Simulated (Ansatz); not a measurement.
**C₃H₉NSi: basis-set convergence**

The task here is to estimate one member of a computed series from the others.

Computed with Ansatz 0.2.0, Gaussian basis. Level: one geometry, several basis sets.

Plan: PBE0-D4/def2-SVP; ωB97M-V/def2-SVP; PBE0-D4/def2-QZVPP; ωB97M-V/def2-QZVPP; the functionals' def2-TZVPP values are taken from earlier runs.

## The relaxed structure

An earlier PBE0-D4 in a triple-zeta def2 set relaxation fixed the geometry.

SMILES `C[Si]N(C)C`, 14 atoms, charge 0, spin multiplicity 1.

Atoms are counted from 1 here; the program's logs count them from 0.

Bond lengths: C1–Si2 1.908 Å, C1–H6 1.096 Å, C1–H7 1.096 Å, C1–H8 1.093 Å, Si2–N3 1.719 Å, N3–C4 1.444 Å, N3–C5 1.449 Å, C4–H9 1.088 Å, C4–H10 1.097 Å, C4–H11 1.097 Å, C5–H12 1.097 Å, C5–H13 1.097 Å, C5–H14 1.092 Å. Angles: Si2–C1–H6 112.2°, Si2–C1–H7 112.3°, Si2–C1–H8 109.3°, H6–C1–H7 107.8°, H6–C1–H8 107.6°, H7–C1–H8 107.6°, C1–Si2–N3 101.5°, Si2–N3–C4 129.9°, Si2–N3–C5 118.4°, C4–N3–C5 111.8°, N3–C4–H9 111.2°, N3–C4–H10 110.8°, N3–C4–H11 110.8°, H9–C4–H10 108.3°, H9–C4–H11 108.3°, H10–C4–H11 107.2°, N3–C5–H12 111.1°, N3–C5–H13 111.1° and more.

Geometry (Å):

```xyz
14
charge 0, multiplicity 1
C    -1.9269    0.0839    1.2900
Si   -0.8600    1.3442    0.3348
N     0.3704    0.3323   -0.3109
C     0.5618   -1.0931   -0.1770
C     1.4050    0.9391   -1.1235
H    -2.3448   -0.6866    0.6322
H    -1.3625   -0.4225    2.0812
H    -2.7637    0.6043    1.7623
H    -0.2196   -1.5392    0.4344
H     1.5314   -1.3145    0.2870
H     0.5521   -1.5818   -1.1596
H     2.3972    0.7793   -0.6834
H     1.4151    0.5113   -2.1338
H     1.2316    2.0140   -1.2047
```

Set-up of the first run:

Contents of in.yaml:

```yaml
crystal:
  periodic: [false, false, false]
  atoms:
    - {symbol: C, position_ang: [-1.926928, 0.083857, 1.290031]}
    - {symbol: Si, position_ang: [-0.859967, 1.344248, 0.334757]}
    - {symbol: N, position_ang: [0.370441, 0.332328, -0.310895]}
    - {symbol: C, position_ang: [0.561794, -1.093109, -0.176987]}
    - {symbol: C, position_ang: [1.404995, 0.939127, -1.123545]}
    - {symbol: H, position_ang: [-2.344849, -0.686650, 0.632231]}
    - {symbol: H, position_ang: [-1.362497, -0.422496, 2.081162]}
    - {symbol: H, position_ang: [-2.763722, 0.604311, 1.762257]}
    - {symbol: H, position_ang: [-0.219631, -1.539167, 0.434369]}
    - {symbol: H, position_ang: [1.531363, -1.314458, 0.286965]}
    - {symbol: H, position_ang: [0.552143, -1.581751, -1.159560]}
    - {symbol: H, position_ang: [2.397159, 0.779287, -0.683394]}
    - {symbol: H, position_ang: [1.415112, 0.511299, -2.133763]}
    - {symbol: H, position_ang: [1.231584, 2.013975, -1.204729]}
basis:
  gaussian: {orbitals: def2-SVP}
hamiltonian: {xc: pbe0, dispersion: d4}
output: {orbitals: {seedname: orbitals}}
```

Steps of the session up to this table: PBE0-D4 in def2-SVP; ωB97M-V in def2-SVP; PBE0-D4 in def2-QZVPP; ωB97M-V in def2-QZVPP.

One table of the session follows, with a row left open; its other results are not shown here.

It belongs to the step «Density functionals: the series». 

```
functional       basis  HOMO (eV)
   PBE0-D4    def2-SVP      -5.80
   PBE0-D4  def2-TZVPP      -5.88
   PBE0-D4  def2-QZVPP          ?
   ωB97M-V    def2-SVP      -7.90
   ωB97M-V  def2-TZVPP      -8.00
   ωB97M-V  def2-QZVPP      -8.03
```

Estimate the missing values for PBE0-D4, def2-QZVPP.

The run gave: HOMO (eV): -5.92. In the column «HOMO (eV)» it lies between ωB97M-V, def2-SVP (-7.90) and PBE0-D4, def2-TZVPP (-5.88).
